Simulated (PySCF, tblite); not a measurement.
# C₅H₆F₂O: geometry, infrared bands and NMR shifts

Wanted: the infrared bands and NMR shifts of C₅H₆F₂O (`CC(=O)/C(F)=C/CF`), by calculation.

The runs use tblite 0.8.0 and PySCF 2.14.0, with density-fitted response routines of our own; the level of theory stands in each step. All values are computed, except where a source is named. Atoms are numbered from 0 throughout.

### 1 Starting geometry

14 atoms, charge 0, multiplicity 1; geometry from: force field or distance geometry start.

Bonds of the start (Å): C0–C1 1.51, C1–O2 1.23, C1–C3 1.48, C3–F4 1.35, C3–C5 1.34, C5–C6 1.48, C6–F7 1.36, C0–H8 1.09, C0–H9 1.09, C0–H10 1.09, C5–H11 1.09, C6–H12 1.09, C6–H13 1.10.

### 2 Relaxing the molecule with GFN2-xTB

The job: settings as JSON, then the geometry in Å.

```
{"job": {"kind": "relax", "xc": "GFN2-xTB", "basis": "xTB"}, "charge": 0, "multiplicity": 1}
C      2.465600    -0.371600    -0.571500
C      1.342500     0.388400     0.102700
O      1.583600     1.341200     0.849200
C     -0.043500    -0.062800    -0.174800
F     -0.165400    -1.069700    -1.058400
C     -1.121200     0.463600     0.421600
C     -2.511900     0.028100     0.162800
F     -3.094600    -0.337200     1.340800
H      3.410000    -0.154200    -0.068900
H      2.278600    -1.447500    -0.501700
H      2.518700    -0.060200    -1.618000
H     -0.994900     1.260100     1.151900
H     -3.101500     0.849600    -0.245200
H     -2.566600    -0.828200    -0.519000
```

Launch:

```
> OMP_NUM_THREADS=1 python probes_run.py task.json out
```

One launch serves the whole session: the jobs run in the order shown.

**Question.** This job is followed by: GFN2-xTB harmonic vibrations, gas phase; GIAO PBE0/pcSseg-1 NMR shielding, non-relativistic, gas phase. What will the session give for the following? strongest single infrared mode (GFN2-xTB); zero-point energy (GFN2-xTB); 13C shifts against TMS (PBE0/pcSseg-1); 1H shifts against TMS (PBE0/pcSseg-1, means over atoms taken as alike); 17O shifts against H2O (PBE0/pcSseg-1); 19F shifts against CFCl3 (PBE0/pcSseg-1).

**Answer**, as computed:

| quantity | value |
| --- | --- |
| strongest single infrared mode (GFN2-xTB) | 1249 cm⁻¹, 198 km/mol |
| zero-point energy (GFN2-xTB) | 62.0 kcal/mol |
| 13C shifts against TMS (PBE0/pcSseg-1) | 195.7, 162.4, 126.6, 82.4, 28.8 ppm |
| 1H shifts against TMS (PBE0/pcSseg-1, means over atoms taken as alike) | 6.82, 5.74, 2.36 ppm |
| 17O shifts against H2O (PBE0/pcSseg-1) | 638.1 ppm |
| 19F shifts against CFCl3 (PBE0/pcSseg-1) | -130.2, -262.3 ppm |

**Reading.** The optimisation took 104 steps and gained 0.110 eV; among the close pairs (by a distance rule), C1–O2 changed most, from 1.234 to 1.208 Å. No mode is imaginary among the 36: a minimum at this level. The strongest single mode, at 1249 cm⁻¹, is carried by C3, C1, H11. Unscaled tight-binding wavenumbers are off by several per cent, some by more. Its intensities can rank the bands wrongly. C1 (ketone carbonyl carbon) lies farthest downfield among carbon, at 195.7 ppm; low-lying n→π* states of the double bond to the heteroatom give a large paramagnetic term (-258 ppm). H11 (hydrogen on a β carbon of a C=C–C=O unit) lies farthest downfield among hydrogen, at 6.82 ppm; olefinic region. At PBE0/pcSseg-1: The largest span, 1221 ppm, is at O2, where the paramagnetic term is -704 ppm.
